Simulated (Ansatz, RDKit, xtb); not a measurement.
# C3H9ClSi: ranking a sample of isomers

Which of a sample of isomers of C3H9ClSi is the most stable in the gas at 298.15 K, and what are its properties? The sample is small against all isomers, and the most stable one of this formula need not be in it.

The funnel: GFN2-xTB relaxations, single points with a density functional, relaxations at PBE0-D3(BJ)/def2-SVP, harmonic vibrations (at GFN2-xTB), and a last energy at a higher level. All values are calculated.

### 1 Candidates

Isomers were taken from a list of plausible structures; this is a sample, not all of them. That gives 5 candidates.

| label | SMILES | spin |
| --- | --- | --- |
| c129 | C[Si](C)(C)Cl | singlet |
| c451 | CC[Si@@H](C)Cl | singlet |
| c473 | CC[SiH2]CCl | singlet |
| c709 | C[SiH](C)CCl | singlet |
| c952 | C[SiH2][C@@H](C)Cl | singlet |

Candidates are built by distance geometry, with a force field where one applies, in up to four conformers (letters a to d).

Q: Predict the outcome of this search (final energies at CCSD(T)/def2-SVP + MP2/def2-TZVPP - MP2/def2-SVP).

| quantity | value |
| --- | --- |
| lowest structure found | C[Si](C)(C)Cl, singlet |
| next finalist | CC[Si@@H](C)Cl, singlet, 13.4 kcal/mol higher in G |
| share at equilibrium, among the finalists | 100.0 % |

`C[Si](C)(C)Cl` comes out lowest. The margin of 13.4 kcal/mol over the next finalist is beyond the usual error of the last level; it says nothing of structures that weren't ranked. HF/STO-3G, r2SCAN-D4/def2-SVP, PBE0-D3(BJ)/def2-SVP, HF/def2-SVP and MP2/def2-SVP already put its bonding pattern lowest among the structures in one piece; GFN2-xTB favours the singlet CC[Si@@H](C)Cl (c451a, not a finalist). 3 minima inside the window were never screened. Lowest found is not proven lowest: the search is finite, and each finalist counts with one conformer. Only 5 drawn patterns were tried, so whole families of isomers are missing, and the result ranks this sample alone.
